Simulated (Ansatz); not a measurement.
**Ge2F (doublet): from Hartree-Fock to the top rungs at a displaced geometry (v1), cc-pVDZ**

Aim: climb from Hartree-Fock through coupled cluster for Ge2F (doublet) at one geometry and basis, and see what each rung misses.

Program: Ansatz 0.2.0, Gaussian basis. Level of theory: cc-pVDZ, core rule «outside noble gas», up to 29 orbitals frozen. These are calculated values, not measurements.

To be run: UHF; CCSD(T) on ROHF; CCSD(T) on UHF; BCCD(T) on ROHF; CISD; CCSDT(Q) on ROHF; CCSDT(Q) on UHF.

22 further runs of the same task are left out: 2 for a known fault of the program, 7 that didn't finish, 13 set aside as unsound or not needed.

## Step 1: The geometry

The geometry is a PBE0/def2-TZVP stationary point (not a proven minimum) with its atoms shifted at random (size 0.040 Å). No spin-orbit coupling is included. The filled d shell of Ge may be among the frozen orbitals whatever the setting's name suggests; the logs give the count.

3 atoms, charge 0, spin multiplicity 2.

Atoms are counted from 1 here; the program's logs count them from 0.

Bond lengths: F1–Ge2 1.987 Å, F1–Ge3 2.074 Å, Ge2–Ge3 2.455 Å. Angles: Ge2–F1–Ge3 74.3°, F1–Ge2–Ge3 54.5°, F1–Ge3–Ge2 51.2°.

## Step 2: UHF

in.yaml

```yaml
crystal:
  periodic: [false, false, false]
  atoms:
    - {symbol: F, position_ang: [-0.020472, -1.430994, 0.028706]}
    - {symbol: Ge, position_ang: [-0.021305, 0.157477, 1.223054]}
    - {symbol: Ge, position_ang: [0.026659, 0.216787, -1.230561]}
basis:
  gaussian: {orbitals: cc-pVDZ}
magnetization: {spin_polarized: true, initial_magnetization: 1}
hamiltonian: {xc: hf}
output: {orbitals: {seedname: orbitals}}
```

Launch:

```bash
> ansatz run in.yaml --threads 1 --pin off --events-out ev --progress --plain --max-ram 2393MiB
```

Further steps of the session: CCSD(T) on ROHF; CCSD(T) on UHF; BCCD(T) on ROHF; CISD; CCSDT(Q) on ROHF; CCSDT(Q) on UHF.

Q: Predict the results of all the runs planned. Wanted: UCCSDT(Q) below the RHF energy; RMP2 from UCCSDT(Q); UMP2 from UCCSDT(Q); RCCSD from UCCSDT(Q); RCCSD(T) from UCCSDT(Q); UCCSD(T) from UCCSDT(Q); RCCSDT(Q) from UCCSDT(Q); T1 diagnostic.

**Answer**, as computed:

| quantity | value |
| --- | --- |
| UCCSDT(Q) below the RHF energy | -10.0113 eV |
| RMP2 from UCCSDT(Q) | +1106.6 meV |
| UMP2 from UCCSDT(Q) | +1124.1 meV |
| RCCSD from UCCSDT(Q) | +402.8 meV |
| RCCSD(T) from UCCSDT(Q) | +77.8 meV |
| UCCSD(T) from UCCSDT(Q) | +77.8 meV |
| RCCSDT(Q) from UCCSDT(Q) | +9.2 meV |
| levels within 1 kcal/mol (43 meV) | RCCSDT, UCCSDT, RCCSDT(Q) |
| T1 diagnostic | 0.027 |

RCCSD(T) lands +77.8 meV from the yardstick (0.8 % of the correlation energy). These misses are within one basis, not against nature; the frozen cores of restricted and unrestricted runs differ, which can shift their rows.
